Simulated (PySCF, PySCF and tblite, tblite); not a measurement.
# C2H3F5Ge: conformers and averaged spectra

Aim: find the conformers of C2H3F5Ge (`C[C](F)(F)[Ge]([F])([F])[F]`), weigh them, and average their properties.

Programs: PySCF 2.14.0 with density-fitted response routines of our own, and tblite 0.8.0. All values are computed, except where a source is named. Atoms count from 0 throughout.

## 1. The molecule as given

11 atoms, charge 0, multiplicity 1; geometry from: UFF geometry.

Bonds of the start (Å): C0–C1 1.51, C0–H10 1.11, C0–H8 1.11, C0–H9 1.12, C1–F2 1.40, C1–F3 1.38, C1–Ge4 1.95, Ge4–F5 1.75, Ge4–F6 1.77, Ge4–F7 1.76.

## 2. GFN2-xTB relaxation, conformer 1

Job settings and geometry (Å):

```
{"job": {"xc": "GFN2-xTB", "basis": "xTB", "kind": "relax"}, "charge": 0, "multiplicity": 1}
C     -1.366900     0.332200     0.213300
C     -0.295100    -0.668900    -0.147800
F     -0.298900    -1.715300     0.778300
F     -0.521300    -1.171700    -1.412700
Ge     1.463000     0.175600    -0.093700
F      2.690300    -1.006600    -0.512900
F      1.505700     1.493000    -1.270700
F      1.781500     0.816900     1.510600
H     -1.200300     0.739500     1.234500
H     -2.373600    -0.160800     0.194500
H     -1.378900     1.168800    -0.519400
```

The run is started by

```sh
$ OMP_NUM_THREADS=1 python ens_run.py task.json out
```

The driver reads the study from task.json and runs its stages one after another.

Output:

```text
step      E/eV     max force
  0    -857.51042    1.719
  1    -857.63100    0.820
  2    -857.68063    0.503
  3    -857.69595    0.402
  4    -857.71849    0.383
  5    -857.73240    0.510
  6    -857.75227    0.609
  7    -857.77387    0.613
  8    -857.79739    0.482
  9    -857.81196    0.297
 10    -857.81722    0.112
 11    -857.81822    0.092
 12    -857.81890    0.086
 13    -857.81967    0.067
 14    -857.82029    0.062
 15    -857.82079    0.064
 16    -857.82119    0.073
 17    -857.82150    0.051
 18    -857.82175    0.042
 19    -857.82199    0.043
 20    -857.82227    0.073
 21    -857.82255    0.072
 22    -857.82278    0.040
 23    -857.82278    0.040
 24    -857.82287    0.033
 25    -857.82301    0.022
 26    -857.82304    0.023
 27    -857.82311    0.019
 28    -857.82314    0.014
 29    -857.82317    0.016
 30    -857.82320    0.015
 31    -857.82324    0.022
 32    -857.82329    0.023
 33    -857.82335    0.024
 34    -857.82341    0.029
 35    -857.82350    0.032
 36    -857.82361    0.040
 37    -857.82374    0.037
 38    -857.82387    0.035
 39    -857.82397    0.027
 40    -857.82402    0.015
 41    -857.82405    0.012
 42    -857.82406    0.012
 43    -857.82407    0.010
 44    -857.82409    0.013
 45    -857.82410    0.012
 46    -857.82411    0.007
 47    -857.82412    0.008
 48    -857.82413    0.010
 49    -857.82414    0.014
 50    -857.82415    0.012
 51    -857.82415    0.004
 52    -857.82415    0.002
```

Wall time 0.31 s (1 thread of Arm Neoverse V1, shared host).

The energy fell by 0.314 eV, and the atoms moved 0.15 Å (root mean square).

## 3. Shieldings, conformer 1: B97-2/pcSseg-1 in acetone

Job settings and geometry (Å):

```
{"job": {"xc": "B97-2", "basis": "pcSseg-1", "solvent": "acetone", "kind": "nmr", "pop": true}, "charge": 0, "multiplicity": 1}
C     -1.438195     0.336604     0.222131
C     -0.423754    -0.710150    -0.135931
F     -0.428845    -1.744475     0.720989
F     -0.633759    -1.233118    -1.355128
Ge     1.520906     0.100510    -0.127458
F      2.959861    -0.791223    -0.485518
F      1.623400     1.461408    -1.203363
F      1.876811     0.820592     1.413656
H     -1.223709     0.723374     1.216902
H     -2.433485    -0.108300     0.210689
H     -1.393806     1.147448    -0.502932
```

Output:

```text
coarse grid: 51696 points
cycle   1  E = -2654.1615863488  dE =  1.642e-01  |g| = 1.466e+00  |ddm| = 3.130e+00
cycle   2  E = -2653.5755902165  dE =  5.860e-01  |g| = 2.443e+00  |ddm| = 2.163e+00
cycle   3  E = -2654.4515794016  dE = -8.760e-01  |g| = 1.720e-01  |ddm| = 1.456e+00
cycle   4  E = -2654.4554412970  dE = -3.862e-03  |g| = 8.914e-02  |ddm| = 1.779e-01
cycle   5  E = -2654.4566066094  dE = -1.165e-03  |g| = 1.012e-02  |ddm| = 6.481e-02
cycle   6  E = -2654.4566181035  dE = -1.149e-05  |g| = 5.396e-03  |ddm| = 9.245e-03
cycle   7  E = -2654.4566226174  dE = -4.514e-06  |g| = 1.023e-03  |ddm| = 3.137e-03
final grid: 109592 points
cycle   8  E = -2654.4567160465  dE =  5.349e-08  |g| = 1.552e-03  |ddm| = 1.858e-03
cycle   9  E = -2654.4567154799  dE =  5.666e-07  |g| = 2.498e-03  |ddm| = 2.302e-03
cycle  10  E = -2654.4567164227  dE = -9.428e-07  |g| = 1.208e-04  |ddm| = 1.342e-03
cycle  11  E = -2654.4567164254  dE = -2.723e-09  |g| = 2.014e-05  |ddm| = 1.172e-04
cycle  12  E = -2654.4567164255  dE = -5.821e-11  |g| = 4.918e-06  |ddm| = 1.634e-05
converged SCF energy = -2654.4567164255

GIAO shielding tensors (ppm)
atom      isotropic    diamagn.    paramagn.     s11        s22        s33       span
  0 C      158.384     251.127     -92.744    143.542    144.460    187.150     43.608
  1 C       46.420     245.330    -198.909     39.635     44.253     55.371     15.736
  2 F      261.553     474.408    -212.854    179.958    286.336    318.367    138.409
  3 F      261.524     474.390    -212.866    179.939    286.272    318.362    138.423
  4 Ge    1465.987    2755.493   -1289.506   1413.964   1465.687   1518.310    104.345
  5 F      325.151     476.249    -151.098    262.931    290.859    421.664    158.733
  6 F      324.493     477.831    -153.338    258.125    296.785    418.569    160.444
  7 F      324.505     477.841    -153.336    258.097    296.848    418.572    160.474
  8 H       29.346      29.680      -0.335     25.373     28.521     34.143      8.770
  9 H       29.175      27.264       1.912     25.537     26.375     35.614     10.078
 10 H       29.345      29.672      -0.328     25.376     28.512     34.146      8.770
```

Run time: 29 s. Hardware: 1 thread of Arm Neoverse V1, shared host; peak memory 0.81 GiB.

In short: HOMO -9.15 eV, LUMO -1.58 eV; dipole 4.51 D.

Orbitals, density, ELF and potential are computed afterwards from the orbital file.

Frontier orbitals at B97-2/pcSseg-1, with the share of their density that lies nearest to each atom:

| orbital | energy (eV) | lies on |
| --- | --- | --- |
| HOMO | -9.15 | C1 22 %; Ge4 19 %; F2, F3 about 14 % each |
| LUMO | -1.58 | Ge4 31 %; C1 25 %; F5 17 % |

ELF in a plane through or near 5 of the atoms.

Ten even steps from '0' (0.00) to '9' (1.00):
```
0000000000000000000000000000
0000000000000000000000000000
0000000000000000000000000000
0000000000000000000000000000
0000000000000000000000000000
0000000000000000110000000000
0000000000000002442100000000
0000000011111003664332000000
0000000001313113364899400000
0000133216444657618999800000
0000366515636878958999800000
0001587731228823756999500000
0001583663266621310275000000
0000378852011223100000000000
0000135531000000000000000000
0000011100000000000000000000
0000000000000000000000000000
0000000000000000000000000000
0000000000000000000000000000
0000000000000000000000000000
```
The map spans 11.1 Å across and 8.2 Å up, centred on the molecule. Atoms in the plane (x, y in Å): C0 (1.4, 0.4), C1 (0.4, -0.7), Ge4 (-1.5, 0.0), F5 (-3.0, -0.9), H9 (2.4, 0.0).

On the surface of density 0.002 e/bohr³ the electrostatic potential runs, from the 1st to the 99th percentile, from -1.13 V near F7 to 2.38 V near Ge4.

## 4. Single-point energy, conformer 1: B3LYP/def2-SVP in acetone

The job, as its differences from that of step 3:

```diff
@@ -1,2 +1,2 @@
-{"job": {"xc": "B97-2", "basis": "pcSseg-1", "solvent": "acetone", "kind": "nmr", "pop": true}, "charge": 0, "multiplicity": 1}
+{"job": {"xc": "B3LYP", "basis": "def2-SVP", "solvent": "acetone", "kind": "sp"}, "charge": 0, "multiplicity": 1}
 C     -1.438195     0.336604     0.222131
```

Output:

```text
coarse grid: 51696 points
cycle   1  E = -2653.3685533259  dE =  2.345e-01  |g| = 1.352e+00  |ddm| = 3.516e+00
cycle   2  E = -2652.6447853521  dE =  7.238e-01  |g| = 2.501e+00  |ddm| = 2.808e+00
cycle   3  E = -2653.6768900072  dE = -1.032e+00  |g| = 1.331e-01  |ddm| = 1.883e+00
cycle   4  E = -2653.6793869796  dE = -2.497e-03  |g| = 8.173e-02  |ddm| = 2.140e-01
cycle   5  E = -2653.6806498292  dE = -1.263e-03  |g| = 1.008e-02  |ddm| = 7.597e-02
cycle   6  E = -2653.6806641994  dE = -1.437e-05  |g| = 5.099e-03  |ddm| = 1.024e-02
cycle   7  E = -2653.6806685417  dE = -4.342e-06  |g| = 7.501e-04  |ddm| = 3.804e-03
final grid: 109592 points
cycle   8  E = -2653.6806942434  dE =  1.254e-08  |g| = 1.083e-03  |ddm| = 1.666e-03
cycle   9  E = -2653.6806939748  dE =  2.686e-07  |g| = 1.673e-03  |ddm| = 2.100e-03
cycle  10  E = -2653.6806944370  dE = -4.622e-07  |g| = 1.408e-04  |ddm| = 1.240e-03
cycle  11  E = -2653.6806944401  dE = -3.088e-09  |g| = 1.521e-05  |ddm| = 1.205e-04
cycle  12  E = -2653.6806944401  dE = -4.138e-11  |g| = 4.739e-06  |ddm| = 1.537e-05
converged SCF energy = -2653.6806944401
```

Wall time 8.3 s (1 thread of Arm Neoverse V1, shared host); peak memory 0.63 GiB.

This run: HOMO -8.95 eV, LUMO -1.58 eV; dipole 4.40 D.

## 5. Averages: properties at B97-2/pcSseg-1 in acetone

Job settings and geometry (Å):

```
{"job": {"study": "conf", "smiles": "C[C](F)(F)[Ge]([F])([F])[F]", "search": {"seed": 5796, "n_embed": 60, "ff_keep": 14, "window": 3.0, "nmax": 10, "temps": [150, 200, 250, 298.15, 400], "t_ref": 298.15, "order": 0.0005}, "level": {"nmr": {"xc": "B97-2", "basis": "pcSseg-1", "solvent": "acetone"}, "sp": {"xc": "B3LYP", "basis": "def2-SVP", "solvent": "acetone"}}, "kind": "conf"}, "charge": 0, "multiplicity": 1}
C     -1.438195     0.336604     0.222131
C     -0.423754    -0.710150    -0.135931
F     -0.428845    -1.744475     0.720989
F     -0.633759    -1.233118    -1.355128
Ge     1.520906     0.100510    -0.127458
F      2.959861    -0.791223    -0.485518
F      1.623400     1.461408    -1.203363
F      1.876811     0.820592     1.413656
H     -1.223709     0.723374     1.216902
H     -2.433485    -0.108300     0.210689
H     -1.393806     1.147448    -0.502932
```

Output:

```text
conformer  sym    E(xTB)   E(DFT)   G(298.15 K)  weight  dipole/D
    1     Cs      0.000    0.000    0.000   1.0000    4.400

mean shielding (ppm) by class
class atoms           150 K      200 K      250 K   298.15 K      400 K
  0 C  0            158.384    158.384    158.384    158.384    158.384
  1 C  1              46.42      46.42      46.42      46.42      46.42
  2 F  2,3          261.539    261.539    261.539    261.539    261.539
  3 Ge 4           1465.987   1465.987   1465.987   1465.987   1465.987
  4 F  5,6,7        324.716    324.716    324.716    324.716    324.716
  5 H  8,9,10        29.288     29.288     29.288     29.288     29.288
```

Wall time 39 s (1 thread of Arm Neoverse V1, shared host). This counts the runs that the step sums up.

The search (ETKDG and KDG, UFF, GFN2-xTB) embedded 60 structures, kept 1 distinct ones after the force field and 1 after xTB; 1 was carried on (window 3.0 kcal/mol at the search's own energies). Energies: B3LYP/def2-SVP in acetone with D3(BJ).

The conformers at 298 K:

| no. | group | mirror pair | ΔE xTB | ΔE DFT | ΔG | weight (%) | μ (D) | A, B, C (GHz) |
| --- | --- | --- | --- | --- | --- | --- | --- | --- |
| 1 | Cs | no | 0.00 | 0.00 | 0.00 | 100.0 | 4.40 | 2.14, 1.06, 1.05 |

Energies in kcal/mol. ΔG holds xTB vibrations and rotation, symmetry numbers and mirror pairs.

Shifts against references run at the same level (13C TMS 187.1, 1H TMS 31.80 ppm of shielding), by class of atoms, at 298 K:

| atoms | environment | average |
| --- | --- | --- |
| C1 | fully substituted sp3 carbon bonded to 2 F and Ge | 140.6 |
| C0 | methyl carbon | 28.7 |
| H8, H9, H10 | hydrogen on a methyl carbon | 2.51 |
| F2, F3 | fluorine of a CF2 group | 261.5 (σ) |
| F5, F6, F7 | fluorine bonded to Ge | 324.7 (σ) |
| Ge4 | germanium bonded to C, 3 F | 1466 (σ) |

## 6. Outcome

| quantity | value |
| --- | --- |
| conformers | 1; the first in weight is no. 1 (Cs), 100 % at 298 K |
| root-mean-square dipole | 4.40 D |
| averaged 13C shifts (B97-2/pcSseg-1 in acetone) | 140.6, 28.7 ppm |
| averaged 1H shifts (B97-2/pcSseg-1 in acetone) | 2.51 ppm |

The search found one conformer in the window, so the averages are its own values. Spin-orbit coupling is left out, which matters at and beside the heavy atoms.
